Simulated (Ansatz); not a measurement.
**CH8AlB2N: how energies converge with the basis set**

Aim: see how fast density functionals converge with the basis set for CH8AlB2N.

Computed with Ansatz 0.2.0, Gaussian basis. Level: one geometry, several basis sets.

The runs, in order: PBE0-D4/def2-SVP; ωB97M-V/def2-SVP; PBE0-D4/def2-QZVPP; ωB97M-V/def2-QZVPP; the functionals' def2-TZVPP values are taken from earlier runs.

## 1. The relaxed structure

An earlier PBE0-D4 in a triple-zeta def2 set relaxation fixed the geometry.

SMILES `CB[BH][AlH][NH2]`, 13 atoms, charge 0, spin multiplicity 1.

Atoms are counted from 1 here; the program's logs count them from 0.

Bond lengths: C1–B2 1.551 Å, C1–H6 1.093 Å, C1–H7 1.095 Å, C1–H8 1.094 Å, B2–B3 1.470 Å, B2–H9 1.387 Å, B3–Al4 2.197 Å, B3–H10 1.181 Å, Al4–N5 1.768 Å, Al4–H11 1.589 Å, N5–H12 1.007 Å, N5–H13 1.007 Å. Angles: B2–C1–H6 110.5°, B2–C1–H7 113.5°, B2–C1–H8 110.2°, H6–C1–H7 107.8°, H6–C1–H8 107.3°, H7–C1–H8 107.4°, C1–B2–B3 171.5°, C1–B2–H9 119.4°, B3–B2–H9 54.8°, B2–B3–Al4 77.3°, B2–B3–H10 171.2°, Al4–B3–H10 111.4°, B3–Al4–N5 110.2°, B3–Al4–H11 132.6°, N5–Al4–H11 116.7°, Al4–N5–H12 124.7°, Al4–N5–H13 124.9°, H12–N5–H13 110.3°.

## 2. PBE0-D4 in def2-SVP

File in.yaml:

```yaml
crystal:
  periodic: [false, false, false]
  atoms:
    - {symbol: C, position_ang: [-1.584743, -0.335866, -1.421600]}
    - {symbol: B, position_ang: [-0.159270, -0.714231, -0.941596]}
    - {symbol: B, position_ang: [1.095409, -1.132585, -0.300287]}
    - {symbol: Al, position_ang: [0.279487, 0.316458, 1.136054]}
    - {symbol: N, position_ang: [1.429445, 1.633422, 1.395656]}
    - {symbol: H, position_ang: [-1.567573, 0.615606, -1.958556]}
    - {symbol: H, position_ang: [-2.309659, -0.246833, -0.606422]}
    - {symbol: H, position_ang: [-1.962914, -1.093644, -2.113930]}
    - {symbol: H, position_ang: [0.040750, -1.921449, -0.288057]}
    - {symbol: H, position_ang: [2.139296, -1.553876, 0.058136]}
    - {symbol: H, position_ang: [-1.013556, 0.305425, 2.059023]}
    - {symbol: H, position_ang: [1.357267, 2.321120, 2.128157]}
    - {symbol: H, position_ang: [2.276458, 1.771754, 0.868221]}
basis:
  gaussian: {orbitals: def2-SVP}
hamiltonian: {xc: pbe0, dispersion: d4}
output: {orbitals: {seedname: orbitals}}
```

After this run come: ωB97M-V in def2-SVP; PBE0-D4 in def2-QZVPP; ωB97M-V in def2-QZVPP.

**Question.** What will the summary of the whole plan be? Wanted: PBE0-D4: double and triple zeta above quadruple; ωB97M-V: double and triple zeta above quadruple.

As calculated:

```
                                       quantity          value
PBE0-D4: double and triple zeta above quadruple  7.37, 0.47 eV
ωB97M-V: double and triple zeta above quadruple  7.60, 0.44 eV
```

**Reading.** For PBE0-D4 the step from double to triple zeta gains 6.90 eV and the next only 0.47 eV. These are total energies; as a rule much of such shifts cancels in differences, which this series doesn't test.
